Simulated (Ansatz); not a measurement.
# H12CO5: the cost of one run

Program: Ansatz 0.2.0. Level of theory: DFT PBE+D3(BJ), plane waves, PAW, scalar-relativistic, no spin polarisation. These are calculated values, not measurements.

## Step 1: Starting point

The cell holds 18 atoms (CH12O5): a = 5.521 Å, b = 5.521 Å, c = 5.521 Å, α = 90.00°, β = 90.00°, γ = 90.00°.

Its coordinates follow in the input file.

## Step 2: Preparing the start

input.yaml reads:

```yaml
accuracy: low
crystal:
  lattice:
    - [5.521131, 0.0, 0.0]
    - [0.0, 5.521131, 0.0]
    - [0.0, 0.0, 5.521131]
  atoms:
    - { symbol: O, position: [0.6624693, 0.9828656, 0.8459365] }
    - { symbol: H, position: [0.802128, 0.9528178, 0.947759] }
    - { symbol: H, position: [0.7287689, 0.9887762, 0.6836261] }
    - { symbol: O, position: [0.014422, 0.0502994, 0.3281785] }
    - { symbol: H, position: [-0.0595802, 0.2003912, 0.3808223] }
    - { symbol: H, position: [0.0715649, 0.0857037, 0.16614] }
    - { symbol: O, position: [0.5624729, 0.6152447, 0.4855629] }
    - { symbol: H, position: [0.5644428, 0.7678127, 0.3989929] }
    - { symbol: H, position: [0.5850669, 0.4948815, 0.3599545] }
    - { symbol: O, position: [0.3166291, 0.6124469, 0.9400164] }
    - { symbol: H, position: [0.2112628, 0.752016, 0.9261001] }
    - { symbol: H, position: [0.2454626, 0.5183199, 1.0698265] }
    - { symbol: C, position: [0.3539239, 0.1582693, 0.5073995] }
    - { symbol: O, position: [0.2785568, -0.065726, 0.6102036] }
    - { symbol: H, position: [0.1897135, 0.2637213, 0.478109] }
    - { symbol: H, position: [0.4228562, -0.1621455, 0.6375445] }
    - { symbol: H, position: [0.4736426, 0.2603394, 0.6286768] }
    - { symbol: H, position: [0.4453228, 0.1340304, 0.3327061] }
basis:
  ecutwfc: 420.0
kpoints:
  mp_grid: { grid: [1, 1, 1] }
hamiltonian:
  xc: pbe
  dispersion: d3bj
scf:
  occupations: { method: fermi_dirac, width: 0.02 }
  lower_state_search: "off"
relax:
  f_tol: 0.3
  max_steps: 15
  adjacent_minimum: "off"
```

Launch:

```bash
> ansatz run input.yaml --threads 1 --pin off --max-ram 3072MiB --backend cpu --events-out ev --progress --plain --runs-dir out
```

What time and memory should one allow on 1 thread of Arm Neoverse N1, shared host?

About 29 s, with a peak of 0.31 GiB.
